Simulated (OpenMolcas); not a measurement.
**W⁴⁺ among point charges: CASSCF and CASPT2 levels and susceptibility**

How does a field of 6 point charges split the states of W⁴⁺, and what χT follows?

Method: state-averaged CASSCF and CASPT2, spin-orbit coupling by RASSI with atomic mean-field integrals. Code: OpenMolcas 26.06.

## (1) The system

* Species: W⁴⁺ (tungsten, Z = 74, 70 electrons)
* Basis: ANO-RCC-VDZP [7s6p4d2f1g], 68 functions
* Scalar Hamiltonian: DKH2, point nucleus
* Inactive shells: 1s 2s 2p 3s 3p 3d 4s 4p 4d 4f 5s 5p
* Active space: 2 electrons in 5 orbitals (5d)
* Some configurations of this space: 5d²
* Orbitals: optimised for each spin and parity, averaged over all roots

Outer shells as boxes (Hund's rule):

5d2
```
5d [↑ ][↑ ][  ][  ][  ]
```

The ion sits among 6 point charges of -1.5 e arranged as a tetragonal octahedron (D4h), 2.2 Å from the ion, with the axial distance 2.068 Å.

Each step is its own input file, run in one work folder so that later steps find the files of earlier ones. Labels, J, g values, rates, χT and fits are worked out afterwards by a script from the matrices that RASSI stores. The input lists half of the charges; inversion (Group=XYZ) makes the rest.

## (2) GATEWAY and SEWARD: basis and integrals

Input file a.inp:

```
&GATEWAY
Coord
1

W 0.0 0.0 0.0
Basis=ANO-RCC-VDZP
Group=XYZ
NoMove
AngMom=0.0 0.0 0.0
AMFI
XField
3 Angstrom 0
2.200000 0.000000 0.000000 -1.500000
0.000000 2.200000 0.000000 -1.500000
0.000000 0.000000 2.068000 -1.500000
&SEWARD
```

Started as:

```sh
> OMP_NUM_THREADS=1 MOLCAS_MEM=1689 MOLCAS_PROJECT=a pymolcas a.inp > a.log
```

What it wrote:

```text
Basis set label: W.ANO-RCC...7S6P4D2F1G.

      Electronic valence basis set:
      ------------------
      Associated Effective Charge  74.000000 au
      Associated Actual Charge     74.000000 au
      Nuclear Model: Point charge

      Shell  nPrim  nBasis  Cartesian Spherical Contaminant
         s      24       7        X
         p      21       6        X
         d      15       4                 X
         f      11       2                 X
         g       4       1                 X
                  Relativistic Douglas-Kroll-Hess integrals:
                    - DKH order of Hamiltonian: 2
                    - DKH order of Properties : 0
                  Atomic mean-field integrals
```

## (3) Reference wave functions, triplets of even parity, 10 roots

Input file a.inp:

```
&RASSCF
FileOrb=start.orb
Symmetry=1
Spin=3
nActEl=2 0 0
Inactive=15 19
Ras2=5 0
CIRoot=10 10 1
SDav=10
CIMx=300
Iter=120 100
PrWF=0.3
OrbListing=Nothing
MaxOrb=0
>>> COPY $Project.JobIph JOB001
```

start.orb holds the contracted functions of the basis, ordered by shell, or the orbitals of the step before.

What it wrote (excerpt; [...] marks lines left out):

```text
[...]
      Number of active orbitals                  5
[...]
      Spin quantum number                      1.0
[...]
      Active orbitals                            5   0
[...]
      Number of CSFs                            10
      Number of root(s) required                10
[...]
      Convergence after 12 iterations
[...]
      Natural orbitals and occupation numbers for root  1
      sym 1:   0.939153   0.060847  -0.000000   0.939153   0.060847
      Natural orbitals and occupation numbers for root  2
      sym 1:   0.939153   0.939153  -0.000000   0.060847   0.060847
      Natural orbitals and occupation numbers for root  3
      sym 1:   0.109529   0.890471  -0.000000   0.890471   0.109529
::    RASSCF root number  1 Total energy: -16133.17921928
::    RASSCF root number  2 Total energy: -16133.17921928
::    RASSCF root number  3 Total energy: -16133.17356994
[...]
::    RASSCF root number  7 Total energy: -16133.10557670
::    RASSCF root number  8 Total energy: -16133.10266037
::    RASSCF root number  9 Total energy: -16133.08675256
::    RASSCF root number 10 Total energy: -16133.08675256
```

## (4) Reference wave functions, singlets of even parity, 15 roots

Input file a.inp:

```
&RASSCF
FileOrb=start.orb
Symmetry=1
Spin=1
nActEl=2 0 0
Inactive=15 19
Ras2=5 0
CIRoot=15 15 1
SDav=15
CIMx=300
Iter=120 100
PrWF=0.3
OrbListing=Nothing
MaxOrb=0
>>> COPY $Project.JobIph JOB002
```

What it wrote (excerpt; [...] marks lines left out):

```text
[...]
      Number of active orbitals                  5
[...]
      Spin quantum number                      0.0
[...]
      Active orbitals                            5   0
[...]
      Number of CSFs                            15
      Number of root(s) required                15
[...]
      Convergence after  9 iterations
[...]
      Natural orbitals and occupation numbers for root  1
      sym 1:   0.014409   1.498456   0.034433   0.226352   0.226351
      Natural orbitals and occupation numbers for root  2
      sym 1:   0.082144   0.917856   0.000000   0.082144   0.917856
      Natural orbitals and occupation numbers for root  3
      sym 1:   0.082144   0.917856  -0.000000   0.917856   0.082144
::    RASSCF root number  1 Total energy: -16133.13043674
::    RASSCF root number  2 Total energy: -16133.12877928
::    RASSCF root number  3 Total energy: -16133.12877928
[...]
::    RASSCF root number 12 Total energy: -16133.06236914
::    RASSCF root number 13 Total energy: -16133.04378334
::    RASSCF root number 14 Total energy: -16133.03906258
::    RASSCF root number 15 Total energy: -16132.95315994
```

## (5) State interaction with spin-orbit coupling

Input file a.inp:

```
&RASSI
NrOfJobIphs=2 10 15
1 2 3 4 5 6 7 8 9 10
1 2 3 4 5 6 7 8 9 10 11 12 13 14 15
IphNames
JOB001
JOB002
EJob
SpinOrbit
DIPRint=1.0
SOCoupling=1000.0
Subsets=2
Property=9
'ANGMOM' 1 'ANGMOM' 2 'ANGMOM' 3 'MLTPL  1' 1 'MLTPL  1' 2 'MLTPL  1' 3
'AMFI' 1 'AMFI' 2 'AMFI' 3
SOProperty=3
'ANGMOM' 1 'ANGMOM' 2 'ANGMOM' 3
```

What it wrote (excerpt; [...] marks lines left out):

```text
SPIN-FREE ENERGIES:
  (Shifted by EMIN (a.u.) =     -16133.1792192828)
 SF State       Relative EMIN(au)   Rel lowest level(eV)    D:o, cm**(-1)      L_eff
     1             0.0000000000        0.0000000000              0.0000         2.9
     2             0.0000000000        0.0000000000              0.0000         2.9
     3             0.0056493450        0.1537265097           1239.8879         3.0
     4             0.0344761196        0.9381430061           7566.6336         3.0
     5             0.0344761196        0.9381430061           7566.6336         3.0
     6             0.0396424190        1.0787251759           8700.5053         3.0
    11             0.0487825433        1.3274406290          10706.5307         3.0
    12             0.0504400035        1.3725424162          11070.3012         2.7
    13             0.0504400039        1.3725424287          11070.3013         2.7
    14             0.0594685852        1.6182226406          13051.8458         2.8
[...]
Eigenvalues of complex Hamiltonian:
   -----------------------------------
  (Shifted by EMIN (a.u.) =     -16133.1792192828)
 SO State       Relative EMIN(au)   Rel lowest level(eV)    D:o, cm**(-1)     J-value
     1            -0.0278518396        0.0000000000              0.0000         1.2
     2            -0.0252262752        0.0714452469            576.2448         2.0
     3            -0.0239917999        0.1050370310            847.1808         1.5
     4            -0.0207126856        0.1942662750           1566.8632         1.9
     5            -0.0207126857        0.1942662731           1566.8632         1.9
     6             0.0043459682        0.8761469843           7066.6020         2.6
     7             0.0055935380        0.9100950885           7340.4119         2.3
     8             0.0055935380        0.9100950885           7340.4119         2.3
     9             0.0184726443        1.2605534246          10167.0490         2.7
    10             0.0208844138        1.3261810154          10696.3712         2.6
    11             0.0208844139        1.3261810177          10696.3713         2.6
[...]
```

These steps took 5.3 s in all on 1 thread, shared host.

Spin-free states, with their symmetry labels:

```csv
state,degeneracy,E (cm-1),free-ion L (%)
3E,2,0,F (95)
3A2,1,1240,F (98)
3E,2,7567,F (98)
3B2,1,8701,F (100)
1A1,1,10707,D (57)
1E,2,11070,D (72)
1B2,1,13052,D (68)
1B1,1,13327,D (57)
3A2,1,16163,P (98)
3B1,1,16803,F (100)
3E,2,20294,P (94)
1E,2,20555,G (75)
1A2,1,20823,G (100)
1A1,1,21781,G (84)
1B2,1,22635,G (68)
1E,2,25646,G (98)
1A1,1,29725,G (59)
1B1,1,30761,G (57)
1A1,1,49614,S (84)
```

With spin-orbit coupling:

```tsv
E (cm-1)	Degeneracy	Label	2S+1	g
0.0	1	B1	3	
576.2	1	A1	3	
847.2	1	B2	3	
1567	2	E	3	0.00 0.00 1.36
7067	1	A2	3	
7340	2	E	3	0.00 0.00 1.90
10167	1	A1	3	
10696	2	E	3	0.00 0.00 0.45
11169	1	B2	3	
12344	1	B1	3	
15169	1	A2	3	
15229	1	A1	1	
15997	2	E	3	0.00 0.00 0.66
16450	1	A1	3	
16874	1	B1	3	
17955	2	E	1	0.00 0.00 0.96
18086	1	B1	1	
19092	1	B2	1	
20212	1	A1	3	
21601	2	E	3	0.00 0.00 1.81
22657	1	B2	3	
23365	2	E	3	0.00 0.00 0.11
24700	1	A2	3	
26299	1	A1	3
```

Principal g values are given for doublets only; a zero marks a field direction without first-order Zeeman splitting.

Powder χT (cm³ K/mol): 0.00 at 2 K, 0.00 at 5 K, 0.00 at 10 K, 0.00 at 20 K, 0.01 at 50 K, 0.02 at 100 K, 0.03 at 150 K, 0.04 at 200 K, 0.05 at 250 K, 0.06 at 300 K.

Orbitals of the lowest block (energies include the constant potential of the surroundings):

```csv
shell,space,energy (hartree),mean occupation,⟨r²⟩ (bohr²)
1s,inactive,-2562.9923,2.000,0.000431
2s,inactive,-447.3414,2.000,0.00704
2p,inactive,-392.6807,6.000,0.00582
3s,inactive,-104.8476,2.000,0.0460
3p,inactive,-88.2589,6.000,0.0466
3d,inactive,-68.3842,10.000,0.0390
4s,inactive,-22.3427,2.000,0.229
4p,inactive,-16.7730,6.000,0.259
4d,inactive,-9.4223,10.000,0.304
4f,inactive,-1.2413,14.000,0.443
5s,inactive,-2.8208,2.000,1.30
5p,inactive,-1.2926,6.000,1.71
5d,RAS2,,2.000,3.36
```

## (6) CASPT2: IPEA 0.25, imaginary shift 0.1 (closed shells correlated: 4f 5s 5p)

Input file a.inp:

```
>>> COPY JOB001 $Project.JobIph
&CASPT2
Multistate=10 1 2 3 4 5 6 7 8 9 10
NoMult
Frozen=14 9
IPEA=0.25
Imaginary=0.1
MaxIter=60
WThr=0.0 0.3 0.05
PrWF=0.5
NoMix
>>> COPY JOB002 $Project.JobIph
&CASPT2
Multistate=15 1 2 3 4 5 6 7 8 9 10 11 12 13 14 15
NoMult
Frozen=14 9
IPEA=0.25
Imaginary=0.1
MaxIter=60
WThr=0.0 0.3 0.05
PrWF=0.5
NoMix
```

What it wrote:

```text
Orbital specifications:
      -----------------------

      Symmetry species                           1   2
                                                ag  au
      Frozen orbitals                           14   9
      Inactive orbitals                          1  10
      Active orbitals                            5   0
      Secondary orbitals                        16  13
      Deleted orbitals                           0   0
      Number of basis functions                 36  32
Type of calculation                        SS-CASPT2
      Fock operator                              state-specific
      IPEA shift                                 0.25
      Real shift                                 0.00
      Imaginary shift                            0.10
      The input orbitals will be transformed to quasi-canonical
Reference energy:      -16133.1792192828
      E2 (Non-variational):      -0.7503655208
      Shift correction:          -0.0001066059
      E2 (Variational):          -0.7504721267
      Total energy:          -16133.9296914095
      Residual norm:              0.0000004811
      Reference weight:           0.92769
      Contributions to the CASPT2 correlation energy
      Active & Virtual Only:         -0.0024631527
      One Inactive Excited:          -0.0805174856
      Two Inactive Excited:          -0.6673848826
Reference energy:      -16133.1792192828
      E2 (Non-variational):      -0.7503655164
      Shift correction:          -0.0001066058
      E2 (Variational):          -0.7504721222
      Total energy:          -16133.9296914050
      Residual norm:              0.0000004811
      Reference weight:           0.92769
      Contributions to the CASPT2 correlation energy
      Active & Virtual Only:         -0.0024631523
      One Inactive Excited:          -0.0805174814
      Two Inactive Excited:          -0.6673848826
::    CASPT2 Root  1     Total energy: -16133.92969141
::    CASPT2 Root  2     Total energy: -16133.92969141
::    CASPT2 Root  3     Total energy: -16133.92402306
::    CASPT2 Root  4     Total energy: -16133.89495550
::    CASPT2 Root  5     Total energy: -16133.89495551
::    CASPT2 Root  6     Total energy: -16133.88906635
::    CASPT2 Root  7     Total energy: -16133.86160298
::    CASPT2 Root  8     Total energy: -16133.85213414
::    CASPT2 Root  9     Total energy: -16133.84289589
::    CASPT2 Root 10     Total energy: -16133.84289581
Orbital specifications:
      -----------------------

      Symmetry species                           1   2
                                                ag  au
      Frozen orbitals                           14   9
      Inactive orbitals                          1  10
      Active orbitals                            5   0
      Secondary orbitals                        16  13
      Deleted orbitals                           0   0
      Number of basis functions                 36  32
Type of calculation                        SS-CASPT2
      Fock operator                              state-specific
      IPEA shift                                 0.25
      Real shift                                 0.00
      Imaginary shift                            0.10
      The input orbitals will be transformed to quasi-canonical
Reference energy:      -16133.1304367395
      E2 (Non-variational):      -0.7541888903
      Shift correction:          -0.0001253250
      E2 (Variational):          -0.7543142152
      Total energy:          -16133.8847509547
      Residual norm:              0.0000008902
      Reference weight:           0.92592
      Contributions to the CASPT2 correlation energy
      Active & Virtual Only:         -0.0057193301
      One Inactive Excited:          -0.0788552526
      Two Inactive Excited:          -0.6696143076
Reference energy:      -16133.1287792794
      E2 (Non-variational):      -0.7568804967
      Shift correction:          -0.0002343491
      E2 (Variational):          -0.7571148458
      Total energy:          -16133.8858941252
      Residual norm:              0.0000001186
      Reference weight:           0.92217
      Contributions to the CASPT2 correlation energy
      Active & Virtual Only:         -0.0073677403
      One Inactive Excited:          -0.0791214556
      Two Inactive Excited:          -0.6703913009
::    CASPT2 Root  1     Total energy: -16133.88475095
::    CASPT2 Root  2     Total energy: -16133.88589413
::    CASPT2 Root  3     Total energy: -16133.88584494
::    CASPT2 Root  4     Total energy: -16133.87637161
::    CASPT2 Root  5     Total energy: -16133.87413156
::    CASPT2 Root  6     Total energy: -16133.84113439
::    CASPT2 Root  7     Total energy: -16133.84113439
::    CASPT2 Root  8     Total energy: -16133.83794651
::    CASPT2 Root  9     Total energy: -16133.83783774
::    CASPT2 Root 10     Total energy: -16133.83194341
::    CASPT2 Root 11     Total energy: -16133.81693612
::    CASPT2 Root 12     Total energy: -16133.81693612
::    CASPT2 Root 13     Total energy: -16133.80023550
::    CASPT2 Root 14     Total energy: -16133.79486568
::    CASPT2 Root 15     Total energy: -16133.72077214
```

This run took 3.5 s in all on 1 thread, shared host.

SS-CASPT2: lowest energy less the reference's lowest, -0.7505 hartree; reference weights 0.920 to 0.928.

States without spin-orbit coupling:

```csv
state,degeneracy,E (cm-1),free-ion L (%)
3E,2,0,F (95)
3A2,1,1244,F (98)
3E,2,7624,F (98)
3B2,1,8916,F (100)
1E,2,9618,D (72)
1A1,1,9863,D (57)
1B2,1,11702,D (68)
1B1,1,12194,D (57)
3A2,1,14944,P (98)
3B1,1,17022,F (100)
3E,2,19049,P (94)
1E,2,19436,G (75)
1A2,1,20136,G (100)
1A1,1,20160,G (84)
1B2,1,21453,G (68)
1E,2,24747,G (98)
1A1,1,28412,G (59)
1B1,1,29591,G (57)
1A1,1,45852,S (84)
```

With spin-orbit coupling:

| E (cm-1) | Degeneracy | Label | 2S+1 | g |
| --- | --- | --- | --- | --- |
| 0 | 1 | B1 | 3 |  |
| 550 | 1 | A1 | 3 |  |
| 810 | 1 | B2 | 3 |  |
| 1500 | 2 | E | 3 | 0.00 0.00 1.39 |
| 7110 | 1 | A2 | 3 |  |
| 7380 | 2 | E | 3 | 0.00 0.00 2.00 |
| 10050 | 1 | A1 | 3 |  |
| 10520 | 2 | E | 3 | 0.00 0.00 0.27 |
| 11110 | 1 | B2 | 3 |  |
| 12480 | 1 | B1 | 3 |  |
| 14590 | 1 | A1 | 1 |  |
| 15210 | 1 | A2 | 3 |  |
| 16070 | 2 | E | 3 | 0.00 0.00 0.53 |
| 16160 | 1 | A1 | 3 |  |
| 16980 | 1 | B1 | 3 |  |
| 17040 | 1 | B1 | 1 |  |
| 17060 | 2 | E | 3 | 0.00 0.00 0.76 |
| 18040 | 1 | B2 | 1 |  |
| 19150 | 1 | A1 | 3 |  |
| 20730 | 2 | E | 3 | 0.00 0.00 0.39 |
| 22370 | 1 | B2 | 3 |  |
| 22650 | 2 | E | 3 | 0.00 0.00 0.98 |
| 23510 | 1 | A2 | 3 |  |
| 25150 | 1 | A1 | 3 |  |

Powder χT (cm³ K/mol): 0.00 at 2 K, 0.00 at 5 K, 0.00 at 10 K, 0.00 at 20 K, 0.01 at 50 K, 0.02 at 100 K, 0.03 at 150 K, 0.04 at 200 K, 0.06 at 250 K, 0.07 at 300 K.

## (7) The methods side by side

A. CASSCF
B. SS-CASPT2, IPEA 0.25, imaginary shift 0.1 (closed shells correlated: 4f 5s 5p)

```csv
method,ground state,first state of that spin (cm-1),first gap with spin-orbit (cm-1),χT at 300 K
A,3E,3A2 1240,576.2,0.06
B,3E,3A2 1244,547.0,0.07
```

## (8) Results

| quantity | value |
| --- | --- |
| method | SS-CASPT2, IPEA 0.25, imaginary shift 0.1 (closed shells correlated: 4f 5s 5p) |
| spin-free ground state | 3E, 2-fold in its orbital part |
| first state of the same spin within the active space | 3A2 at 1240 cm⁻¹ |
| lowest level | 1-fold B1 |
| next level | 547.0 cm⁻¹ |
| χT at 300 K | 0.07 cm³ K/mol |
| effective moment at 300 K | 0.74 μB |

Cost by method:

```csv
method,time of its own steps,time with the reference
A. CASSCF,5.3 s,5.3 s
"B. SS-CASPT2, IPEA 0.25, imaginary shift 0.1, +4f 5s 5p",3.5 s,8.8 s
```

Times are of one thread on a shared host.

The spin-free ground state (3E) comes to 95 % from free-ion F terms and keeps the highest spin of the shell. χT at 300 K is 0.07, against 1.00 cm³ K/mol for the spin alone, so spin-orbit coupling lowers it. CASPT2 does not keep the components of a term degenerate, and the means are used. The field of point charges can differ much from that of real complexes. This is an electrostatic model: the charges have no orbitals.
